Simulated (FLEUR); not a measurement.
Input of a FLEUR MaX-R8.1 (later development tree) run:

Contents of inp.xml:

```xml
<?xml version="1.0" encoding="UTF-8" standalone="no"?>
<fleurInput fleurInputVersion="0.39">
   <comment>
      NbRu3                                                                                               
   </comment>
   <calculationSetup>
      <cutoffs Kmax="4.22" Gmax="13.1" GmaxXC="13.1" numbands="0"/>
      <scfLoop itmax="60" minDistance="0.00001" maxIterBroyd="15" imix="Anderson" alpha="0.05" precondParam="0.0" spinf="2.0" sdNocoIR="T"/>
      <coreElectrons ctail="T" frcor="F" kcrel="0" coretail_lmax="0"/>
      <xcFunctional name="PBEs" relativisticCorrections="F"/>
      <magnetism jspins="1"/>
      <soc l_soc="F" theta="0.0" phi="0.0" spav="F"/>
      <expertModes spex="0" secvar="F"/>
      <geometryOptimization l_f="F" forcealpha="1.0" forcemix="BFGS" epsdisp="0.00001" epsforce="0.00001"/>
      <ldaU l_linMix="F" mixParam="0.05" spinf="1.0"/>
   </calculationSetup>
   <cell>
      <bzIntegration valenceElectrons="61.0" mode="hist" fermiSmearingEnergy="0.00183747">
         <kPointListSelection listName="default-1"/>
         <!-- k-points included here -->
         <xi:include xmlns:xi="http://www.w3.org/2001/XInclude" href="kpts.xml"> </xi:include>
      </bzIntegration>
      <!-- symmetry operations included here -->
      <xi:include xmlns:xi="http://www.w3.org/2001/XInclude" href="sym.xml"> </xi:include>
      <bulkLattice scale="1.0">
         <bravaisMatrix>
            <row-1>    5.2441042678817000     0.0000000000000000     0.0000000000000000</row-1>
            <row-2>   -2.6220521339408500     4.5415275162099800     0.0000000000000000</row-2>
            <row-3>    0.0000000000000000     0.0000000000000000    17.0326061178950674</row-3>
         </bravaisMatrix>
      </bulkLattice>
   </cell>
   <atomSpecies>
      <species name="Ruthenium (Ru)" element="Ru" atomicNumber="44">
         <mtSphere radius="2.32" gridPoints="767" logIncrement="0.017"/>
         <atomicCutoffs lmax="9" lnonsphr="9"/>
         <electronConfig flipSpins="F">
            <coreConfig>(1s1/2) (2s1/2) (2p1/2) (2p3/2) (3s1/2) (3p1/2) (3p3/2) (3d3/2) (3d5/2)</coreConfig>
            <valenceConfig>(4s1/2) (4p1/2) (4p3/2) (5s1/2) (4d3/2) (4d5/2)</valenceConfig>
            <stateOccupation state="(5s1/2)" spinUp="0.500000" spinDown="0.500000"/>
            <stateOccupation state="(4d3/2)" spinUp="1.400000" spinDown="1.400000"/>
            <stateOccupation state="(4d5/2)" spinUp="2.100000" spinDown="2.100000"/>
         </electronConfig>
         <energyParameters s="5" p="5" d="4" f="4"/>
         <lo type="SCLO" l="0" n="4" eDeriv="0"/>
         <lo type="SCLO" l="1" n="4" eDeriv="0"/>
         <lo type="SCLO" l="1" n="4" eDeriv="1"/>
         <lo type="SCLO" l="2" n="4" eDeriv="2"/>
         <lo type="SCLO" l="3" n="4" eDeriv="2"/>
      </species>
      <species name="Niobium (Nb)" element="Nb" atomicNumber="41">
         <mtSphere radius="2.43" gridPoints="803" logIncrement="0.016"/>
         <atomicCutoffs lmax="10" lnonsphr="10"/>
         <electronConfig flipSpins="F">
            <coreConfig>(1s1/2) (2s1/2) (2p1/2) (2p3/2) (3s1/2) (3p1/2) (3p3/2) (3d3/2) (3d5/2)</coreConfig>
            <valenceConfig>(4s1/2) (4p1/2) (4p3/2) (5s1/2) (4d3/2) (4d5/2)</valenceConfig>
            <stateOccupation state="(5s1/2)" spinUp="0.500000" spinDown="0.500000"/>
            <stateOccupation state="(4d3/2)" spinUp="0.800000" spinDown="0.800000"/>
            <stateOccupation state="(4d5/2)" spinUp="1.200000" spinDown="1.200000"/>
         </electronConfig>
         <energyParameters s="5" p="5" d="4" f="4"/>
         <lo type="SCLO" l="0" n="4" eDeriv="0"/>
         <lo type="SCLO" l="1" n="4" eDeriv="0"/>
         <lo type="SCLO" l="1" n="4" eDeriv="1"/>
         <lo type="SCLO" l="2" n="4" eDeriv="2"/>
         <lo type="SCLO" l="3" n="4" eDeriv="2"/>
      </species>
   </atomSpecies>
   <atomGroups>
      <atomGroup species="Ruthenium (Ru)">
         <relPos label="                   1">1.000/3.000 -1.000/3.000 .2350940000</relPos>
         <relPos label="                   2">1.000/3.000 -1.000/3.000 -.2350940000</relPos>
         <force calculate="T" relaxXYZ="TTT"/>
      </atomGroup>
      <atomGroup species="Ruthenium (Ru)">
         <relPos label="                   3">.0000000000 .0000000000 .0000000000</relPos>
         <force calculate="T" relaxXYZ="TTT"/>
      </atomGroup>
      <atomGroup species="Niobium (Nb)">
         <relPos label="                   4">.0000000000 .0000000000 1.000/2.000</relPos>
         <force calculate="T" relaxXYZ="TTT"/>
      </atomGroup>
   </atomGroups>
   <output dos="F" band="F" slice="F">
      <checks vchk="F" cdinf="F"/>
      <bandDOS minEnergy="-.5*Htr" maxEnergy="0.5*Htr" sigma="0.015" storeEVData="T"/>
      <vacuumDOS vacdos="F" integ="F" star="F" nstars="0" locx1="0.0" locy1="0.0" locx2="0.0" locy2="0.0" nstm="0" tworkf="0.0"/>
      <unfoldingBand unfoldBand="F" supercellX="1" supercellY="1" supercellZ="1"/>
      <plotting iplot="0" polar="F">
         <plot TwoD="T" vec1="  1.0  0.0  0.0" vec2="  0.0  1.0  0.0" vec3="  0.0  0.0  1.0" zero="  0.0  0.0  0.0" file="plot"/>
      </plotting>
      <chargeDensitySlicing numkpt="0" minEigenval="0.0" maxEigenval="0.0" nnne="0" pallst="F"/>
      <specialOutput eonly="F"/>
      <moessbauerParams electricFieldGradient="T" isomerShift="T" coreHyperfine="T" valenceHyperfine="T"/>
      <magneticCircularDichroism mcd="F" energyLo="-10.0" energyUp="0.0"/>
   </output>
  <!-- We include the file relax.xml here to enable relaxations (see documentation) -->
  <xi:include xmlns:xi="http://www.w3.org/2001/XInclude" href="relax.xml"> <xi:fallback/> </xi:include>
</fleurInput>
```

The input crystal.txt:

```
NbRu3
&input cartesian=F /
2.7750604702  0.0000000000  0.0000000000
-1.3875302351  2.4032728643  0.0000000000
0.0000000000  0.0000000000  9.0132670000
1.8897261246
1.0 1.0 1.0

4
44 0.3333333333  0.6666666667  0.2350940000
44 0.3333333333  0.6666666667  0.7649060000
44 0.0000000000  0.0000000000  0.0000000000
41 0.0000000000  0.0000000000  0.5000000000

&kpt div1=11 div2=11 div3=3 gamma=T /
```

The input inp.xml (bands):

```
<?xml version="1.0" encoding="UTF-8" standalone="no"?>
<fleurInput fleurInputVersion="0.39">
   <comment>
      NbRu3                                                                                               
   </comment>
   <calculationSetup>
      <cutoffs Kmax="4.22" Gmax="13.1" GmaxXC="13.1" numbands="0"/>
      <scfLoop itmax="60" minDistance="0.00001" maxIterBroyd="15" imix="Anderson" alpha="0.05" precondParam="0.0" spinf="2.0" sdNocoIR="T"/>
      <coreElectrons ctail="T" frcor="F" kcrel="0" coretail_lmax="0"/>
      <xcFunctional name="PBEs" relativisticCorrections="F"/>
      <magnetism jspins="1"/>
      <soc l_soc="F" theta="0.0" phi="0.0" spav="F"/>
      <expertModes spex="0" secvar="F"/>
      <geometryOptimization l_f="F" forcealpha="1.0" forcemix="BFGS" epsdisp="0.00001" epsforce="0.00001"/>
      <ldaU l_linMix="F" mixParam="0.05" spinf="1.0"/>
   </calculationSetup>
   <cell>
      <bzIntegration valenceElectrons="61.0" mode="hist" fermiSmearingEnergy="0.00183747">
         <kPointListSelection listName="path-1"/>
         <!-- k-points included here -->
         <xi:include xmlns:xi="http://www.w3.org/2001/XInclude" href="kpts.xml"> </xi:include>
      </bzIntegration>
      <!-- symmetry operations included here -->
      <xi:include xmlns:xi="http://www.w3.org/2001/XInclude" href="sym.xml"> </xi:include>
      <bulkLattice scale="1.0">
         <bravaisMatrix>
            <row-1>    5.2441042678817000     0.0000000000000000     0.0000000000000000</row-1>
            <row-2>   -2.6220521339408500     4.5415275162099800     0.0000000000000000</row-2>
            <row-3>    0.0000000000000000     0.0000000000000000    17.0326061178950674</row-3>
         </bravaisMatrix>
      </bulkLattice>
   </cell>
   <atomSpecies>
      <species name="Ruthenium (Ru)" element="Ru" atomicNumber="44">
         <mtSphere radius="2.32" gridPoints="767" logIncrement="0.017"/>
         <atomicCutoffs lmax="9" lnonsphr="9"/>
         <electronConfig flipSpins="F">
            <coreConfig>(1s1/2) (2s1/2) (2p1/2) (2p3/2) (3s1/2) (3p1/2) (3p3/2) (3d3/2) (3d5/2)</coreConfig>
            <valenceConfig>(4s1/2) (4p1/2) (4p3/2) (5s1/2) (4d3/2) (4d5/2)</valenceConfig>
            <stateOccupation state="(5s1/2)" spinUp="0.500000" spinDown="0.500000"/>
            <stateOccupation state="(4d3/2)" spinUp="1.400000" spinDown="1.400000"/>
            <stateOccupation state="(4d5/2)" spinUp="2.100000" spinDown="2.100000"/>
         </electronConfig>
         <energyParameters s="5" p="5" d="4" f="4"/>
         <lo type="SCLO" l="0" n="4" eDeriv="0"/>
         <lo type="SCLO" l="1" n="4" eDeriv="0"/>
         <lo type="SCLO" l="1" n="4" eDeriv="1"/>
         <lo type="SCLO" l="2" n="4" eDeriv="2"/>
         <lo type="SCLO" l="3" n="4" eDeriv="2"/>
      </species>
      <species name="Niobium (Nb)" element="Nb" atomicNumber="41">
         <mtSphere radius="2.43" gridPoints="803" logIncrement="0.016"/>
         <atomicCutoffs lmax="10" lnonsphr="10"/>
         <electronConfig flipSpins="F">
            <coreConfig>(1s1/2) (2s1/2) (2p1/2) (2p3/2) (3s1/2) (3p1/2) (3p3/2) (3d3/2) (3d5/2)</coreConfig>
            <valenceConfig>(4s1/2) (4p1/2) (4p3/2) (5s1/2) (4d3/2) (4d5/2)</valenceConfig>
            <stateOccupation state="(5s1/2)" spinUp="0.500000" spinDown="0.500000"/>
            <stateOccupation state="(4d3/2)" spinUp="0.800000" spinDown="0.800000"/>
            <stateOccupation state="(4d5/2)" spinUp="1.200000" spinDown="1.200000"/>
         </electronConfig>
         <energyParameters s="5" p="5" d="4" f="4"/>
         <lo type="SCLO" l="0" n="4" eDeriv="0"/>
         <lo type="SCLO" l="1" n="4" eDeriv="0"/>
         <lo type="SCLO" l="1" n="4" eDeriv="1"/>
         <lo type="SCLO" l="2" n="4" eDeriv="2"/>
         <lo type="SCLO" l="3" n="4" eDeriv="2"/>
      </species>
   </atomSpecies>
   <atomGroups>
      <atomGroup species="Ruthenium (Ru)">
         <relPos label="                   1">1.000/3.000 -1.000/3.000 .2350940000</relPos>
         <relPos label="                   2">1.000/3.000 -1.000/3.000 -.2350940000</relPos>
         <force calculate="T" relaxXYZ="TTT"/>
      </atomGroup>
      <atomGroup species="Ruthenium (Ru)">
         <relPos label="                   3">.0000000000 .0000000000 .0000000000</relPos>
         <force calculate="T" relaxXYZ="TTT"/>
      </atomGroup>
      <atomGroup species="Niobium (Nb)">
         <relPos label="                   4">.0000000000 .0000000000 1.000/2.000</relPos>
         <force calculate="T" relaxXYZ="TTT"/>
      </atomGroup>
   </atomGroups>
   <output dos="F" band="T" slice="F">
      <checks vchk="F" cdinf="F"/>
      <bandDOS minEnergy="-.5*Htr" maxEnergy="0.5*Htr" sigma="0.015" storeEVData="T"/>
      <vacuumDOS vacdos="F" integ="F" star="F" nstars="0" locx1="0.0" locy1="0.0" locx2="0.0" locy2="0.0" nstm="0" tworkf="0.0"/>
      <unfoldingBand unfoldBand="F" supercellX="1" supercellY="1" supercellZ="1"/>
      <plotting iplot="0" polar="F">
         <plot TwoD="T" vec1="  1.0  0.0  0.0" vec2="  0.0  1.0  0.0" vec3="  0.0  0.0  1.0" zero="  0.0  0.0  0.0" file="plot"/>
      </plotting>
      <chargeDensitySlicing numkpt="0" minEigenval="0.0" maxEigenval="0.0" nnne="0" pallst="F"/>
      <specialOutput eonly="F"/>
      <moessbauerParams electricFieldGradient="T" isomerShift="T" coreHyperfine="T" valenceHyperfine="T"/>
      <magneticCircularDichroism mcd="F" energyLo="-10.0" energyUp="0.0"/>
   </output>
  <!-- We include the file relax.xml here to enable relaxations (see documentation) -->
  <xi:include xmlns:xi="http://www.w3.org/2001/XInclude" href="relax.xml"> <xi:fallback/> </xi:include>
</fleurInput>
```

Potentials or basis: all-electron, FLAPW.

Command:

```console
$ inpgen -f crystal.txt -profile fastHighL
$ # inp.xml edited to the form shown
$ fleur_MPI
$ fleur_MPI   # second run, on inp.xml (bands)
```

Estimate the band gap along the path.

none (metal or under the smearing width).

Levels at the corners of the path, in eV from the Fermi level:
| point | band 27 | band 28 | band 29 | band 30 | band 31 | band 32 | band 33 | band 34 |
| --- | --- | --- | --- | --- | --- | --- | --- | --- |
| Γ | -1.86 | -1.86 | -1.51 | -0.85 | -0.85 | -0.14 | -0.14 | 0.98 |
| M | -0.94 | -0.83 | 0.43 | 0.63 | 1.22 | 1.42 | 1.65 | 1.66 |
| K | -1.70 | -1.22 | -0.91 | -0.49 | 0.46 | 1.11 | 1.57 | 1.76 |
| Γ | -1.86 | -1.86 | -1.51 | -0.85 | -0.85 | -0.14 | -0.14 | 0.98 |
| A | -1.87 | -1.87 | -0.84 | -0.84 | -0.62 | 0.03 | 0.27 | 0.27 |
| L | -1.18 | -0.41 | 0.94 | 0.96 | 1.19 | 1.49 | 1.66 | 1.66 |
| H | -1.75 | -1.19 | -0.95 | -0.07 | 0.90 | 1.13 | 1.13 | 1.61 |
| A | -1.87 | -1.87 | -0.84 | -0.84 | -0.62 | 0.03 | 0.27 | 0.27 |
| L | -1.18 | -0.41 | 0.94 | 0.96 | 1.19 | 1.49 | 1.66 | 1.66 |
| M | -0.94 | -0.83 | 0.43 | 0.63 | 1.22 | 1.42 | 1.65 | 1.66 |
| K | -1.70 | -1.22 | -0.91 | -0.49 | 0.46 | 1.11 | 1.57 | 1.76 |
| H | -1.75 | -1.19 | -0.95 | -0.07 | 0.90 | 1.13 | 1.13 | 1.61 |
